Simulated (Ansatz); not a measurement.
# C₇H₁₇AlO₃: up Jacob's ladder to CCSD(T)

An exercise on one series of results from a longer session: the logs are not shown, and one member is left open.

The runs use Ansatz 0.2.0, Gaussian basis; functionals in def2-TZVPP, the program's frozen cores in correlated methods.

The runs, in order: LDA (SPW92), PBE-D4, revPBE-D4, BLYP-D4, r2SCAN-D4, B97M-V, PBE0-D4, B3LYP-D4, r2SCANh-D4, r2SCAN0-D4, HSE06-D4, BHLYP-D4, CAM-B3LYP-D4, LC-ωPBE, ωB97X-V, ωB97M-V, B2PLYP, PBE-QIDH; CCSD(T)/def2-SVP; CCSD(T)/def2-TZVPP; MP2/def2-QZVPP; extrapolation to the limit; RPA on PBE.

### The relaxed structure

All runs share one geometry, relaxed beforehand with PBE0-D4 in a triple-zeta def2 set.

28 atoms, charge 0, spin multiplicity 1.

Atoms are counted from 1 here; the program's logs count them from 0.

Bond lengths: C1–O2 1.399 Å, C1–H12 1.096 Å, C1–H13 1.095 Å, C1–H14 1.095 Å, O2–Al3 1.682 Å, Al3–O4 1.679 Å, Al3–O8 1.680 Å, O4–C5 1.409 Å, C5–C6 1.515 Å, C5–C7 1.517 Å, C5–H15 1.100 Å, C6–H16 1.093 Å, C6–H17 1.093 Å, C6–H18 1.092 Å, C7–H19 1.093 Å, C7–H20 1.094 Å, C7–H21 1.093 Å, O8–C9 1.410 Å and more. Angles: O2–C1–H12 112.5°, O2–C1–H13 110.1°, O2–C1–H14 110.0°, H12–C1–H13 108.1°, H12–C1–H14 108.1°, H13–C1–H14 107.8°, C1–O2–Al3 132.8°, O2–Al3–O4 118.8°, O2–Al3–O8 120.3°, O4–Al3–O8 120.9°, Al3–O4–C5 136.1°, O4–C5–C6 108.4°, O4–C5–C7 110.9°, O4–C5–H15 108.6°, C6–C5–C7 112.1°, C6–C5–H15 108.4°, C7–C5–H15 108.3°, C5–C6–H16 110.1° and more.

Coordinates:

```xyz
28
charge 0, multiplicity 1
C    -1.5908   -3.2391   -0.0698
O    -0.4697   -2.4043   -0.1368
Al   -0.2253   -0.7853    0.2477
O    -1.5166    0.1092    0.8401
C    -1.7371    1.4499    1.2122
C    -3.2090    1.6232    1.5263
C    -1.2712    2.3982    0.1232
O     1.2930   -0.0898    0.0615
C     2.5403   -0.5267   -0.4294
C     3.5071    0.6386   -0.3803
C     2.3998   -1.0928   -1.8299
H    -2.4806   -2.7178    0.3018
H    -1.3896   -4.0861    0.5948
H    -1.8205   -3.6393   -1.0632
H    -1.1597    1.6607    2.1241
H    -3.8088    1.4280    0.6332
H    -3.4180    2.6393    1.8695
H    -3.5174    0.9231    2.3048
H    -1.4263    3.4389    0.4184
H    -1.8338    2.2170   -0.7976
H    -0.2074    2.2561   -0.0825
H     2.9199   -1.3221    0.2284
H     3.1603    1.4422   -1.0355
H     3.5783    1.0321    0.6353
H     4.5044    0.3323   -0.7052
H     3.3632   -1.4432   -2.2088
H     2.0248   -0.3222   -2.5099
H     1.7041   -1.9357   -1.8364
```

Set-up of the first run:

File in.yaml:

```yaml
crystal:
  periodic: [false, false, false]
  atoms:
    - {symbol: C, position_ang: [-1.590802, -3.239123, -0.069842]}
    - {symbol: O, position_ang: [-0.469679, -2.404319, -0.136754]}
    - {symbol: Al, position_ang: [-0.225312, -0.785321, 0.247730]}
    - {symbol: O, position_ang: [-1.516605, 0.109154, 0.840145]}
    - {symbol: C, position_ang: [-1.737128, 1.449923, 1.212150]}
    - {symbol: C, position_ang: [-3.209022, 1.623202, 1.526268]}
    - {symbol: C, position_ang: [-1.271237, 2.398159, 0.123247]}
    - {symbol: O, position_ang: [1.292974, -0.089772, 0.061516]}
    - {symbol: C, position_ang: [2.540329, -0.526697, -0.429415]}
    - {symbol: C, position_ang: [3.507136, 0.638558, -0.380269]}
    - {symbol: C, position_ang: [2.399841, -1.092827, -1.829888]}
    - {symbol: H, position_ang: [-2.480593, -2.717754, 0.301841]}
    - {symbol: H, position_ang: [-1.389564, -4.086067, 0.594830]}
    - {symbol: H, position_ang: [-1.820515, -3.639292, -1.063194]}
    - {symbol: H, position_ang: [-1.159699, 1.660722, 2.124142]}
    - {symbol: H, position_ang: [-3.808805, 1.428032, 0.633234]}
    - {symbol: H, position_ang: [-3.418009, 2.639344, 1.869497]}
    - {symbol: H, position_ang: [-3.517418, 0.923119, 2.304837]}
    - {symbol: H, position_ang: [-1.426261, 3.438924, 0.418422]}
    - {symbol: H, position_ang: [-1.833767, 2.217031, -0.797612]}
    - {symbol: H, position_ang: [-0.207368, 2.256142, -0.082483]}
    - {symbol: H, position_ang: [2.919862, -1.322051, 0.228413]}
    - {symbol: H, position_ang: [3.160295, 1.442165, -1.035496]}
    - {symbol: H, position_ang: [3.578302, 1.032147, 0.635326]}
    - {symbol: H, position_ang: [4.504418, 0.332278, -0.705211]}
    - {symbol: H, position_ang: [3.363170, -1.443241, -2.208796]}
    - {symbol: H, position_ang: [2.024776, -0.322159, -2.509874]}
    - {symbol: H, position_ang: [1.704082, -1.935676, -1.836365]}
basis:
  gaussian: {orbitals: def2-TZVPP}
hamiltonian: {xc: lda}
output: {orbitals: {seedname: orbitals}}
```

Among the steps run: LDA; PBE-D4 (GGA); revPBE-D4 (GGA); BLYP-D4 (GGA); r2SCAN-D4 (meta-GGA); B97M-V (meta-GGA); PBE0-D4 (hybrid); B3LYP-D4 (hybrid); r2SCANh-D4 (hybrid); r2SCAN0-D4 (hybrid); HSE06-D4 (hybrid); BHLYP-D4 (hybrid); CAM-B3LYP-D4 (range-separated); LC-ωPBE (range-separated); ωB97X-V (range-separated); ωB97M-V (range-separated); B2PLYP (double hybrid); PBE-QIDH (double hybrid).

One table of the session follows, with a row left open; its other results are not shown here.

It belongs to the step «Frontier levels by functional». 

| functional | HOMO (eV) | gap (eV) |
| --- | --- | --- |
| LDA (SPW92) | -6.42 | 5.22 |
| PBE-D4 | -6.27 | 5.34 |
| revPBE-D4 | -6.20 | 5.43 |
| BLYP-D4 | -6.18 | 5.32 |
| r2SCAN-D4 | ? | ? |
| B97M-V | -6.71 | 5.85 |
| PBE0-D4 | -7.78 | 7.72 |
| B3LYP-D4 | -7.55 | 7.21 |
| r2SCANh-D4 | -7.14 | 6.94 |
| r2SCAN0-D4 | -8.00 | 8.20 |
| HSE06-D4 | -7.37 | 6.94 |
| BHLYP-D4 | -9.24 | 9.93 |
| CAM-B3LYP-D4 | -9.23 | 10.04 |
| LC-ωPBE | -10.56 | 12.65 |
| ωB97X-V | -10.25 | 12.05 |
| ωB97M-V | -10.18 | 11.61 |

**Question.** Estimate the row for r2SCAN-D4.

Worked estimate for «HOMO (eV)». Against the share of exact exchange, r2SCANh-D4 (0.1, -7.14), r2SCAN0-D4 (0.25, -8.00) give a slope of -5.73 per unit share; at 0 the line stands at -6.57.

The run gave: HOMO (eV): -6.58; gap (eV): 6.09. In «HOMO (eV)» the line misses by +0.01.
